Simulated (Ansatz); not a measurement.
Ir4W:

```
CELL_PARAMETERS angstrom
1.37784 0.79550 11.31056
-1.37784 0.79550 11.31056
0.00000 -1.59099 11.31056
ATOMIC_POSITIONS crystal
Ir 0.39967 0.39967 0.39967
Ir 0.80081 0.80081 0.80081
Ir 0.19919 0.19919 0.19919
Ir 0.60033 0.60033 0.60033
W 0.00000 0.00000 0.00000
```

The cell comes from a database or a generator and needn't be the stable form of this composition.

Base run:

| Item | Value |
| --- | --- |
| Program | Ansatz 0.2.0 |
| Functional | PBEsol |
| Potentials or basis | PseudoDojo stringent (PBEsol files) |
| Cutoff | 1007 eV |
| Density cutoff | 4027 eV |
| k mesh | 11 × 11 × 11 |
| Occupations | fermi-dirac, width 0.05 eV |
| Spin | no spin polarisation |

Its results: band gap on the k mesh none (metal or under the smearing width); pressure -12.2 GPa; largest force 0.036 eV/Å.

**Question.** The run is repeated on the same cell with these changes: potentials or basis from PseudoDojo stringent (PBEsol files) to Ansatz PAW earlier set; cutoff from 1007 eV to 760 eV (not typed: the program's choice for these potentials); valence electrons from 82 to 152. What comes out?

**Answer.** Band gap on the k mesh none (metal or under the smearing width); pressure -11.8 GPa; largest force 0.031 eV/Å.

Caveats: the PAW data sets come from PBE, with cores solved anew for the run's functional, which leaves a small shift of forces and pressure (some runs).
